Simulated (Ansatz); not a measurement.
**CH5ClNOTa: how energies converge with the basis set**

An exercise on one series of results from a longer session: the logs are not shown, and one member is left open.

Computed with Ansatz 0.2.0, Gaussian basis. Level: one geometry, several basis sets.

Plan: PBE0-D4/def2-SVP; ωB97M-V/def2-SVP; PBE0-D4/def2-QZVPP; ωB97M-V/def2-QZVPP; the functionals' def2-TZVPP values are taken from earlier runs.

### The relaxed structure

All runs share one geometry, relaxed beforehand with PBE0-D4 in a triple-zeta def2 set. Ta takes the def2 core potential; no spin-orbit term is included.

SMILES `[CH3][Ta](=[NH])([OH])[Cl]`, 10 atoms, charge 0, spin multiplicity 1.

Atoms are counted from 1 here; the program's logs count them from 0.

Bond lengths: C1–Ta2 2.151 Å, C1–H6 1.093 Å, C1–H7 1.095 Å, C1–H8 1.097 Å, Ta2–N3 1.759 Å, Ta2–O4 1.905 Å, Ta2–Cl5 2.319 Å, N3–H9 1.006 Å, O4–H10 0.958 Å. Angles: Ta2–C1–H6 112.1°, Ta2–C1–H7 109.3°, Ta2–C1–H8 110.7°, H6–C1–H7 107.5°, H6–C1–H8 108.7°, H7–C1–H8 108.4°, C1–Ta2–N3 103.2°, C1–Ta2–O4 106.6°, C1–Ta2–Cl5 108.0°, N3–Ta2–O4 108.4°, N3–Ta2–Cl5 112.7°, O4–Ta2–Cl5 116.8°, Ta2–N3–H9 174.6°, Ta2–O4–H10 130.7°.

The first run:

File in.yaml:

```yaml
crystal:
  periodic: [false, false, false]
  atoms:
    - {symbol: C, position_ang: [-1.348537, -0.278437, -0.536378]}
    - {symbol: Ta, position_ang: [0.532209, 0.383826, 0.271504]}
    - {symbol: N, position_ang: [0.681303, -0.546690, 1.756488]}
    - {symbol: O, position_ang: [1.881049, -0.196947, -0.941535]}
    - {symbol: Cl, position_ang: [0.383793, 2.666176, 0.657323]}
    - {symbol: H, position_ang: [-1.377567, -1.361892, -0.676564]}
    - {symbol: H, position_ang: [-2.153609, -0.013998, 0.157715]}
    - {symbol: H, position_ang: [-1.549005, 0.206236, -1.499400]}
    - {symbol: H, position_ang: [0.859343, -1.083110, 2.588625]}
    - {symbol: H, position_ang: [2.174122, 0.173638, -1.774878]}
basis:
  gaussian: {orbitals: def2-SVP}
hamiltonian: {xc: pbe0, dispersion: d4}
output: {orbitals: {seedname: orbitals}}
```

On the command line:

```
$ ansatz run in.yaml --threads 4 --pin off --events-out ev --progress --plain --max-ram 10444MiB
```

Among the steps run: PBE0-D4 in def2-SVP; ωB97M-V in def2-SVP; PBE0-D4 in def2-QZVPP; ωB97M-V in def2-QZVPP.

One table of the session follows, with a row left open; its other results are not shown here.

It belongs to the step «Functionals by basis». 

```
functional       basis  HOMO (eV)
   PBE0-D4    def2-SVP      -7.66
   PBE0-D4  def2-TZVPP      -7.70
   PBE0-D4  def2-QZVPP      -7.74
   ωB97M-V    def2-SVP          ?
   ωB97M-V  def2-TZVPP     -10.00
   ωB97M-V  def2-QZVPP     -10.04
```

Q: Estimate the row for ωB97M-V, def2-SVP from the others.

The run gave: HOMO (eV): -9.95. In the column «HOMO (eV)» it lies between ωB97M-V, def2-TZVPP (-10.00) and PBE0-D4, def2-QZVPP (-7.74).
